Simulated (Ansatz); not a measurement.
# AlSe4: a closer look at a trial structure

This session takes a relaxed cell of AlSe4 and sets out to see whether it has a gap, which orbitals make up the states near it and how charge is shared.

Program: Ansatz 0.2.0. Level of theory: DFT PBE+D3(BJ), scalar-relativistic, plane waves, PAW. These are calculated values, not measurements.

1 further run of the same task is left out (set aside as unsound or not needed).

## (1) The starting structure

Symmetry: P4/mmm, No. 123, tetragonal system. The conventional cell has a = 3.990 Å, b = 3.990 Å, c = 7.173 Å, α = 90.00°, β = 90.00°, γ = 90.00°. Around Al (site symmetry 4/mmm) lie 8 Se at 2.68 Å. Around Se (site symmetry 2mm) lie 2 Al at 2.68 Å and 4 Se at 2.82 Å.

Coordinates:

```
Al Se
1.0
     3.98959    0.00000    0.00000
     0.00000    3.98959    0.00000
     0.00000    0.00000    7.17264
Al Se
1 4
Direct
  0.50000 0.50000 0.00000
  0.00000 0.50000 0.75004
  0.50000 0.00000 0.75004
  0.00000 0.50000 0.24996
  0.50000 0.00000 0.24996
```

It is the end of an earlier relaxation with the same method, from a generated guess; it is a trial structure. At a tolerance of 0.05 Å it has space group P4/mmm (No. 123); it has 22.83 Å³/atom, an uncorrected energy of -0.04 eV/atom over the elements.

## (2) Static run: bands, density of states and charges

The input, input.yaml:

```yaml
crystal:
  lattice:
    - [3.9895937438, 0.0, 0.0]
    - [0.0, 3.9895937438, 0.0]
    - [0.0, 0.0, 7.1726364632]
  atoms:
    - { symbol: Al, position: [0.5, 0.5, 0.0] }
    - { symbol: Se, position: [0.0, 0.5, 0.7500407324] }
    - { symbol: Se, position: [0.5, 0.0, 0.7500407324] }
    - { symbol: Se, position: [0.0, 0.5, 0.2499592676] }
    - { symbol: Se, position: [0.5, 0.0, 0.2499592676] }
basis:
  ecutwfc: 420
kpoints:
  mp_grid: { grid: [10, 10, 6] }
  band_path:
    path:
      - [[0.0, 0.0, 0.0], [0.0, 0.5, 0.0], [0.5, 0.5, 0.0], [0.0, 0.0, 0.0], [0.0, 0.0, 0.5], [0.0, 0.5, 0.5], [0.5, 0.5, 0.5], [0.0, 0.0, 0.5]]
      - [[0.0, 0.5, 0.0], [0.0, 0.5, 0.5]]
      - [[0.5, 0.5, 0.0], [0.5, 0.5, 0.5]]
    npoints: 14
hamiltonian:
  xc: pbe
  dispersion: d3bj
scf:
  occupations: { method: gaussian, width: 0.1 }
  n_extra_bands: 12
output:
  forces: true
  stress: true
  eigenvalues: true
  populations: true
  dos: { projected: true, de: 0.02, nscf_kmesh: { grid: [12, 12, 8] } }
  bader: true
  write_density: true
  write_potential: true
  elf: true
  volumetric_format: npy
```

Run with:

```bash
ansatz run input.yaml --threads 1 --pin off --max-ram 2048MiB --backend cpu --events-out ev --progress --plain --runs-dir out
```

The program printed:

```text
Warning: RAYON_NUM_THREADS=1 ignored (pool sized by the plan → 1); use --threads N
scf.n_extra_bands = 12 over 34 filled bands (N_el = 67.0): the run solves 46 bands
Engine: ansatz 0.2.0, aarch64-unknown-linux-gnu
Pseudopotentials: kind: paw
Pseudopotential: Al, paw, valence charge 3, recommended cutoff 420 eV (normal), Al.paw.azcp
Pseudopotential: Se, paw, valence charge 16, recommended cutoff 420 eV (normal), Se.paw.azcp
Functional definition: PBE
  parameter kappa = 0.804
  parameter beta = 0.06672455060314922
  exchange = pbe_x(kappa = kappa, mu = beta*pi^2/3)
  correlation = pbe_c(beta = beta)
Crystal: 5 atoms, lattice volume = 114.166 Å³
Basis set: ecut = 420 eV, 2215 PW (Γ), exchange–correlation on 54×54×96 points (8 copies of the dense FFT grid, shifted against one another)
Bands: 46, of which v1, the nominal top of the filled ones, is band 34 counted from 1 (33 counted from 0)
Symmetry: 16 space group operations
Space group: P4/mmm (ITA 123), of the structure as read, at distance tolerance 4.9e-5 Å
k-points: 84 of 600
Non-local potential: Al, projectors of the file, l = 0: 2, l = 1: 2, l = 2: 1
Non-local potential: Se, projectors of the file, l = 0: 2, l = 1: 2, l = 2: 3, l = 3: 1
PAW form: soft (Blöchl's): semilocal exchange-correlation on the pseudo side does not see the compensation charge
PAW one-centre angular grid: Al, 110 points (default); XC on 64 Gauss nodes
PAW one-centre angular grid: Se, 590 points (default); XC on 64 Gauss nodes
Initial density: superposition of atomic densities (neutral atoms: chi_scale 0, normalization atom), corrected by the library's trained network
Initial wavefunctions: pseudopotential atomic-orbital guess
Functional: x = pbe(κ = 0.804, μ = 0.2195149727645171), c = pbe(β = 0.06672455060314922)
SCF iter   1: F=—  HF=-22415.683144 eV  |F-HF|=—  |Δ(HF+E_count)|=         —  Δρ=2.05e-3  dr2=6.99e-3  ethr=1.77e-3  ⟨swp⟩=7.9  Hψ=16122  notcnv=0  defer=123
preconditioner: auto → LDOS  [metal: Δε(μ)=0.009 eV  Ē_g=11.867 eV  σ=0.100 eV  W_gap=0.05  n_scr=36 (ndim 8)  ℏωp=18.1 eV  f_vac=0.077  D(μ)=2.24/eV (n_scr^D=16)  β→1.0]
SCF iter   2: F=—  HF=-22415.684951 eV  |F-HF|=—  |Δ(HF+E_count)|=   1.81e-3  Δρ=1.32e-3  dr2=6.58e-3  ethr=1.04e-5  ⟨swp⟩=3.0  Hψ=8147  notcnv=0  defer=327
SCF iter   3: F=—  HF=-22415.683372 eV  |F-HF|=—  |Δ(HF+E_count)|=   1.58e-3  Δρ=2.43e-4  dr2=1.45e-4  ethr=9.82e-6  ⟨swp⟩=2.0  Hψ=4271  notcnv=0  defer=327
SCF iter   4: F=—  HF=-22415.683431 eV  |F-HF|=—  |Δ(HF+E_count)|=   5.99e-5  Δρ=5.34e-5  dr2=2.75e-6  ethr=2.16e-7  ⟨swp⟩=2.0  Hψ=4550  notcnv=0  defer=327
SCF iter   5: F=—  HF=-22415.683349 eV  |F-HF|=—  |Δ(HF+E_count)|=   8.29e-5  Δρ=1.14e-5  dr2=1.59e-7  ethr=4.10e-9  ⟨swp⟩=2.1  Hψ=6244  notcnv=0  defer=327
SCF iter   6: F=-22415.683349 eV  HF=-22415.683349 eV  |F-HF|=1.64e-8  |Δ(HF+E_count)|=   4.24e-7  Δρ=3.18e-6  dr2=1.19e-8  ethr=1.49e-10  ⟨swp⟩=14.2  Hψ=29550  notcnv=0
SCF 1 converged in 6 iterations: F = -22415.683349 eV  dr2 = 1.19e-8
  Residual-converged pass: ⟨swp⟩=1.0  Hψ=4200  notcnv=0  max |occ|·‖R‖ = 7.1e-9 eV (tolerance 1.0e-8 eV)  dr2=1.19e-8  dr2_onsite=9.27e-9  max |Δocc| = 4.3e-11
NSCF: frozen V_eff on 129 k-points
NSCF: frozen V_eff on 140 k-points
SCF converged after 6 iterations
Free energy (F): -22415.683349 eV
Harris-Foulkes:  -22415.683349 eV  (|F-HF|=1.64e-8)
Internal energy: -22415.672101 eV  (E = F + TS)
E sigma→0 (E₀):  -22415.677725 eV
Entropy (-TS):   -0.011248 eV (-2.250 meV/atom)
Fermi energy:    8.487194 eV
--- Per-component energies (eV) ---
  E_band       = -1528.376327
  E_kinetic    = 495.049255
  E_local      = -9970.640820  (includes V_loc(G=0)·N_el)
  E_nonlocal   = -2369.662925
  E_hartree    = 4934.744786
  E_xc         = -456.178654
  E_vxc        = -421.157450  (∫ρ·V_xc dr)
  E_paw        = -8113.816753  (= ΣΔE_a)
  E_vpaw       = 868.551478  (= ΣTr[D̂ρ^β])
  E_aug_tail   = -0.002321  (compensation charges beyond the density's cutoff)
  E_ewald      = -6933.429015
  E_disp       = -1.735655  (pairwise vdW)
  E_smearing   = -0.011248  (= −TS)
  E_closure    = -0.000000  (closes the sum)
  Σ components = -22415.683349   (vs F -22415.683349, Δ=0.00e0)
--- Forces (eV/Å), atoms counted from 1 ---
  atom   1  Al    -0.00000000     0.00000000     0.00000000
  atom   2  Se    -0.00000000     0.00000000     0.00040903
  atom   3  Se     0.00000000     0.00000000     0.00040903
  atom   4  Se     0.00000000     0.00000000    -0.00040903
  atom   5  Se     0.00000000     0.00000000    -0.00040903
  max |Σ_I F_I| component: 3.47e-18 eV/Å
--- Stress (GPa, compression-positive) ---
       -0.007379      -0.000000       0.000000
       -0.000000      -0.007379       0.000000
        0.000000       0.000000       0.003188
  P = ⅓ Tr σ = -0.0039 GPa (-0.039 kbar)
--- Band table (eV; the first three rows and the last of 84) ---
  k-point 0: bands = ["-39.7637", "-39.7637", "-39.7541", "-39.7541", "-39.7404", "-39.7404", "-39.7251", "-39.7251", "-39.6287", "-39.6287", "-39.6284", "-39.6284", "-39.6140", "-39.6140", "-39.6138", "-39.6138", "-39.5860", "-39.5848", "-39.5721", "-39.5709", "-7.1299", "-6.4930", "-2.5011", "-2.0318", "1.5417", "3.4633", "3.4633", "4.1237", "4.1237", "5.6196", "6.7940", "9.1307", "9.4848", "9.9749", "9.9749", "10.5580", "10.5580", "11.3281", "11.3361", "12.2858", "12.2858", "15.8258", "15.9519", "17.2349", "17.4134", "17.4175"]
  k-point 1: bands = ["-39.7637", "-39.7637", "-39.7541", "-39.7541", "-39.7404", "-39.7404", "-39.7251", "-39.7251", "-39.6287", "-39.6287", "-39.6284", "-39.6284", "-39.6140", "-39.6140", "-39.6138", "-39.6138", "-39.5859", "-39.5849", "-39.5720", "-39.5710", "-7.1019", "-6.5311", "-2.4758", "-2.0633", "1.6860", "3.4884", "3.4884", "4.0891", "4.0891", "5.2234", "6.9280", "9.2610", "9.3641", "10.0032", "10.0032", "10.5316", "10.5316", "11.2168", "11.7184", "12.3866", "12.3866", "15.8528", "16.1088", "17.1490", "17.1728", "17.3868"]
  k-point 2: bands = ["-39.7637", "-39.7637", "-39.7541", "-39.7541", "-39.7404", "-39.7404", "-39.7251", "-39.7251", "-39.6286", "-39.6286", "-39.6285", "-39.6285", "-39.6140", "-39.6140", "-39.6139", "-39.6139", "-39.5857", "-39.5851", "-39.5718", "-39.5712", "-7.0315", "-6.6216", "-2.4088", "-2.1426", "2.0530", "3.5492", "3.5492", "4.0094", "4.0094", "4.4663", "7.2930", "8.7301", "9.6878", "10.0681", "10.0681", "10.4702", "10.4702", "11.0519", "12.6188", "12.6188", "12.6634", "15.9135", "16.2921", "16.4744", "16.4744", "16.5272"]
  k-point 83: bands = ["-39.7470", "-39.7470", "-39.7470", "-39.7470", "-39.7451", "-39.7451", "-39.7451", "-39.7451", "-39.6318", "-39.6317", "-39.6241", "-39.6241", "-39.6183", "-39.6183", "-39.6110", "-39.6110", "-39.5776", "-39.5776", "-39.5775", "-39.5775", "-4.6330", "-4.6330", "-4.4422", "-4.4422", "0.3379", "1.3036", "2.3324", "2.5027", "5.2204", "5.2204", "6.3359", "6.3359", "8.3560", "11.4759", "11.7571", "11.7650", "12.1388", "12.1825", "12.3115", "13.8141", "15.6671", "15.6671", "18.8837", "19.3227", "19.3227", "19.4520"]
--- Löwdin populations: 5 sites ---
  site symbol       q [e]
     0     Al      2.5771
     1     Se     16.0398
     2     Se     16.0398
     3     Se     16.0398
     4     Se     16.0398
  spilling = 0.003937 (of n_electrons = 67.000000)
--- Bader charges: 5 sites ---
  site symbol  charge [e]  shift [e]
     0     Al      1.9911     0.0022
     1     Se     -0.4978     0.0006
     2     Se     -0.4978     0.0006
     3     Se     -0.4978     0.0006
     4     Se     -0.4978     0.0006
  estimated error of the sums over rays = 4.3e-4 e
```

Wall time 2.9 min (1 thread of Arm Neoverse N1, shared host); peak memory 0.72 GiB.

By site:

```
atom  Löwdin electrons  Bader charge (e)  Bader volume (Å³)
 Al1              2.58             +1.99                7.0
 Se2             16.04             -0.50               26.8
 Se3             16.04             -0.50               26.8
 Se4             16.04             -0.50               26.8
 Se5             16.04             -0.50               26.8
```

The Löwdin counts miss 0.26 of the 67 electrons, which the atomic orbitals do not span, so they are no charges.

bands.tsv at the labelled points (eV, zero at the Fermi level; the bands nearest the Fermi level):

```
point  band 30  band 31  band 32  band 33  band 34  band 35  band 36  band 37
    Γ    -2.87    -1.69     0.64     1.00     1.49     1.49     2.07     2.07
    X    -2.52    -2.31    -2.01    -1.81    -1.48    -1.08    -1.04     2.63
    M    -4.09    -0.79    -0.79    -0.71     2.79     2.91     3.37     3.55
    Γ    -2.87    -1.69     0.64     1.00     1.49     1.49     2.07     2.07
    Z    -4.45    -0.86    -0.17     1.33     1.62     1.62     1.95     1.95
    R    -2.66    -2.55    -2.32    -2.16    -1.99    -1.81    -1.69     3.52
    A    -3.27    -2.15    -2.15    -0.13     2.99     3.27     3.28     3.65
    Z    -4.45    -0.86    -0.17     1.33     1.62     1.62     1.95     1.95
    X    -2.52    -2.31    -2.01    -1.81    -1.48    -1.08    -1.04     2.63
    R    -2.66    -2.55    -2.32    -2.16    -1.99    -1.81    -1.69     3.52
    M    -4.09    -0.79    -0.79    -0.71     2.79     2.91     3.37     3.55
    A    -3.27    -2.15    -2.15    -0.13     2.99     3.27     3.28     3.65
```

Counts of states by energy window (eV from the Fermi level), total and by projection:

```csv
from,to,total,Al 3s,Al 3p,Se 4p
-8,-7,0.45,0.10,0.01,0.31
-7,-6,1.72,0.31,0.07,1.20
-6,-5,2.30,0.12,0.15,1.90
-5,-4,3.13,0.04,0.27,2.66
-4,-3,3.37,0.03,0.30,2.82
-3,-2,2.67,0.02,0.12,2.40
-2,-1,3.03,0.01,0.08,2.77
-1,0,2.34,0.10,0.04,2.05
0,1,2.07,0.24,0.06,1.64
1,2,2.43,0.34,0.10,1.83
2,3,2.16,0.32,0.08,1.57
3,4,1.70,0.04,0.45,0.51
4,5,2.58,0.04,1.00,0.41
5,6,2.76,0.02,1.03,0.47
```

Below -8 eV lie 48 or so more states.

Density in a lattice plane of the grid's cell (edges 3.99 and 7.17 Å, at 0.500 of the third edge), which holds Al and Se.

Ten even steps from ' ' (0.01 e/Å³) to '@' (45.31 e/Å³):
```
                            
                            
                            
--..                      ..
@@++                      ++
--..                      ..
                            
                            
                            
                            
                            
                            
                            
--..                      ..
@@++                      ++
--..                      ..
                            
                            
                            
                            
```
Columns run along the first of these edges and rows up along the second, over one cell in 14 and 20 even steps from the bottom left corner. Atoms in the plane (fractional): Al at (0.50, 0.00), Se at (0.00, 0.75), Se at (0.00, 0.25).

ELF in the same plane.

Values, 12 rows by 6 columns:
```
0.72 0.68 0.56 0.07 0.56 0.68
0.74 0.79 0.47 0.22 0.47 0.79
0.13 0.68 0.35 0.07 0.35 0.68
0.80 0.80 0.29 0.04 0.29 0.80
0.82 0.65 0.11 0.02 0.11 0.65
0.08 0.06 0.02 0.01 0.02 0.06
0.82 0.65 0.11 0.02 0.11 0.65
0.80 0.80 0.29 0.04 0.29 0.80
0.13 0.68 0.35 0.07 0.35 0.68
0.74 0.79 0.47 0.22 0.47 0.79
0.72 0.68 0.56 0.07 0.56 0.68
0.14 0.28 0.15 0.22 0.15 0.28
```
Columns run along the first of these edges and rows up along the second, over one cell in 6 and 12 even steps from the bottom left corner. Atoms in the plane (fractional): Al at (0.50, 0.00), Se at (0.00, 0.75), Se at (0.00, 0.25).

Both are smooth fields of the valence electrons: close to the nuclei they are not physical.

Outside the cores ELF peaks at 0.88 beside Se, off the lines to its neighbours, 0.8 Å from Se.

## (3) Variant: symmetry.detect false, occupations.method tetrahedron, width left out

The input, input.yaml:

```yaml
crystal:
  lattice:
    - [3.9895937438, 0.0, 0.0]
    - [0.0, 3.9895937438, 0.0]
    - [0.0, 0.0, 7.1726364632]
  atoms:
    - { symbol: Al, position: [0.5, 0.5, 0.0] }
    - { symbol: Se, position: [0.0, 0.5, 0.7500407324] }
    - { symbol: Se, position: [0.5, 0.0, 0.7500407324] }
    - { symbol: Se, position: [0.0, 0.5, 0.2499592676] }
    - { symbol: Se, position: [0.5, 0.0, 0.2499592676] }
  symmetry: { detect: false }
basis:
  ecutwfc: 420
kpoints:
  mp_grid: { grid: [10, 10, 6] }
hamiltonian:
  xc: pbe
  dispersion: d3bj
scf:
  occupations: { method: tetrahedron }
output:
  forces: true
  eigenvalues: true
  stress: true
```

Run with:

```bash
ansatz run input.yaml --threads 1 --pin off --max-ram 2048MiB --backend cpu --events-out ev --progress --plain --runs-dir out
```

The program printed, shortened:

```text
Warning: output.forces, output.stress, relax.cell or npt_langevin: where a Kohn–Sham band that disperses or a degenerate level is filled in part under the method tetrahedron, the forces or the stress that this run publishes need not agree with its energy (scf.occupations.method in the [...]
Warning: RAYON_NUM_THREADS=1 ignored (pool sized by the plan → 1); use --threads N
[...]
[... 4 set-up lines as earlier in the session ...]
[...]
Crystal: 5 atoms, lattice volume = 114.166 Å³
Basis set: ecut = 420 eV, 2215 PW (Γ), exchange–correlation on 54×54×96 points (8 copies of the dense FFT grid, shifted against one another)
Bands: 41, of which v1, the nominal top of the filled ones, is band 34 counted from 1 (33 counted from 0)
Symmetry: 1 space group operations
k-points: 304 of 600 (time reversal used)
[...]
SCF iter   8: F=-22415.669437 eV  HF=-22415.669437 eV  |F-HF|=8.52e-9  |Δ(HF+E_count)|=   5.73e-7  Δρ=3.87e-6  dr2=4.66e-8  ethr=1.49e-10  ⟨swp⟩=6.4  Hψ=49806  notcnv=0
[...]
SCF converged after 8 iterations
Stability not checked: this state was not tested for a lower state beside it, because cold or Methfessel-Paxton smearing, or corrected tetrahedra, fill the levels in a way that the test cannot read (fill_not_monotonic; see scf.lower_state_search)
Free energy (F): -22415.669437 eV
[...]
E sigma→0 (E₀):  -22415.669437 eV
Entropy (-TS):   -0.000145 eV (-0.029 meV/atom)
Fermi energy:    8.516528 eV
[...]
--- Forces (eV/Å), atoms counted from 1 ---
  atom   1  Al    -0.00000013    -0.00000005    -0.00000308
  atom   2  Se    -0.00000000     0.00000002    -0.01048063
  atom   3  Se    -0.00000007    -0.00000004    -0.01048558
  atom   4  Se    -0.00000003     0.00000007     0.01048484
  atom   5  Se    -0.00000001    -0.00000010     0.01048187
[...]
--- Stress (GPa, compression-positive) ---
       -0.106828      -0.000002       0.000000
       -0.000002      -0.106838       0.000000
        0.000000       0.000000       0.243806
  P = ⅓ Tr σ = 0.0100 GPa (0.100 kbar)
--- Band table (eV; the first three rows and the last of 304) ---
[...]
```

Run time: 3.9 min. Hardware: 1 thread of Arm Neoverse N1, shared host; peak memory 1.1 GiB.

```
    run     ending        energy change  pressure (GPa)  gap (eV)  force (eV/Å)  cycles     time
 step 2  converged                    0             0.0      0.00          0.00       6  2.9 min
variant  converged  +1.7 meV/atom (σ→0)             0.0      0.00          0.01       8  3.9 min
```

Changing the use of symmetry and smearing moves the energy by +1.7 meV/atom (σ→0 values).

## (4) Outcome

| quantity | value |
| --- | --- |
| gap | none (metal) |
| states at the Fermi level | 2.36 per eV per cell |
| Bader charges | Al +1.99, Se -0.50 e |

What this shows: Bands cross the Fermi level: a metal at this level of theory. Of the projected weight within 0.25 eV of the Fermi level, the largest part is Se 4p (83 %). Bader charges reach 2.0 e, so charge transfer in this metal is strong. The final runs have no spin polarisation, so no magnetic state was tried and one may lie lower.
